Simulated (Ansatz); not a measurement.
# C₄H₃F₅: taking an electron away

An exercise on one series of results from a longer session: the logs are not shown, and one member is left open.

The runs use Ansatz 0.2.0, Gaussian basis; unrestricted cation, the program's frozen cores in correlated methods.

The runs, in order: UKS PBE-D4/def2-TZVPP; UKS r2SCAN-D4/def2-TZVPP; UKS PBE0-D4/def2-TZVPP; UKS B3LYP-D4/def2-TZVPP; UKS wB97X-V/def2-TZVPP; UKS wB97M-V/def2-TZVPP; UKS B2PLYP/def2-TZVPP; UHF-CCSD(T)/def2-TZVPP; UHF-MP2/def2-QZVPP; extrapolation to the limit; then −ε(HOMO) from the neutral's earlier runs with LDA (SPW92), PBE-D4, revPBE-D4, BLYP-D4, r2SCAN-D4, B97M-V, PBE0-D4, B3LYP-D4, r2SCANh-D4, r2SCAN0-D4, HSE06-D4, BHLYP-D4, CAM-B3LYP-D4, LC-ωPBE, ωB97X-V, ωB97M-V.

## The geometry

All runs share one geometry, relaxed beforehand with PBE0-D4 in a triple-zeta def2 set.

SMILES `F[C@@H]1[C@@H](F)C(F)(F)[C@H]1F`, 12 atoms, charge 0, spin multiplicity 1.

Atoms are counted from 1 here; the program's logs count them from 0.

Bond lengths: F1–C2 1.360 Å, C2–C3 1.529 Å, C2–C8 1.529 Å, C2–H10 1.094 Å, C3–F4 1.354 Å, C3–C5 1.539 Å, C3–H11 1.094 Å, C5–F6 1.341 Å, C5–F7 1.341 Å, C5–C8 1.539 Å, C8–F9 1.354 Å, C8–H12 1.094 Å. Angles: F1–C2–C3 117.3°, F1–C2–C8 117.3°, F1–C2–H10 110.1°, C3–C2–C8 89.0°, C3–C2–H10 110.9°, C8–C2–H10 110.9°, C2–C3–F4 117.6°, C2–C3–C5 87.5°, C2–C3–H11 111.8°, F4–C3–C5 117.4°, F4–C3–H11 110.2°, C5–C3–H11 110.7°, C3–C5–F6 112.2°, C3–C5–F7 117.3°, C3–C5–C8 88.3°, F6–C5–F7 108.6°, F6–C5–C8 112.2°, F7–C5–C8 117.3° and more.

The first run:

Input file in.yaml:

```yaml
crystal:
  periodic: [false, false, false]
  atoms:
    - {symbol: F, position_ang: [-0.482444, -1.982131, -1.016065]}
    - {symbol: C, position_ang: [-0.298343, -0.652470, -0.796410]}
    - {symbol: C, position_ang: [-0.992671, -0.040959, 0.420904]}
    - {symbol: F, position_ang: [-2.157110, 0.616969, 0.212691]}
    - {symbol: C, position_ang: [0.272344, 0.809620, 0.630358]}
    - {symbol: F, position_ang: [0.187305, 2.001669, 0.022358]}
    - {symbol: F, position_ang: [0.681418, 1.001755, 1.893103]}
    - {symbol: C, position_ang: [1.046634, -0.218654, -0.212695]}
    - {symbol: F, position_ang: [1.978132, 0.256630, -1.072089]}
    - {symbol: H, position_ang: [-0.530701, -0.086002, -1.703129]}
    - {symbol: H, position_ang: [-1.109134, -0.767938, 1.229908]}
    - {symbol: H, position_ang: [1.481670, -0.993690, 0.424966]}
basis:
  gaussian: {orbitals: def2-TZVPP}
total_charge: 1
magnetization: {spin_polarized: true, initial_magnetization: 1}
hamiltonian: {xc: pbe, dispersion: d4}
```

On the command line:

```
> ansatz run in.yaml --threads 2 --pin off --events-out ev --progress --plain --max-ram 32768MiB --backend cuda --devices 0, --max-vram 18GiB
```

Steps of the session up to this table: Cation, UKS PBE-D4/def2-TZVPP; Cation, UKS r2SCAN-D4/def2-TZVPP; Cation, UKS PBE0-D4/def2-TZVPP; Cation, UKS B3LYP-D4/def2-TZVPP; Cation, UKS wB97X-V/def2-TZVPP; Cation, UKS wB97M-V/def2-TZVPP; Cation, UKS B2PLYP (frozen core)/def2-TZVPP; Cation, UHF-CCSD(T)/def2-TZVPP; Cation, UHF-MP2/def2-QZVPP.

One table of the session follows, with a row left open; its other results are not shown here.

For comparison, −ε(HOMO) of the neutral from earlier runs:

```
  functional  −ε(HOMO) (eV)
 LDA (SPW92)           7.79
      PBE-D4           7.56
   revPBE-D4           7.47
     BLYP-D4           7.52
   r2SCAN-D4           7.93
      B97M-V           8.10
     PBE0-D4           9.29
    B3LYP-D4              ?
  r2SCANh-D4           8.58
  r2SCAN0-D4           9.54
    HSE06-D4           8.88
    BHLYP-D4          11.00
CAM-B3LYP-D4          10.82
     LC-ωPBE          12.08
     ωB97X-V          11.74
     ωB97M-V          11.65
```

**Question.** Estimate the row for B3LYP-D4.

Worked estimate for «−ε(HOMO) (eV)». Against the share of exact exchange, BLYP-D4 (0, 7.52), BHLYP-D4 (0.5, 11.00) give a slope of 6.96 per unit share; at 0.2 the line stands at 8.91.

The run gave: −ε(HOMO) (eV): 9.08. In «−ε(HOMO) (eV)» the line misses by -0.17.
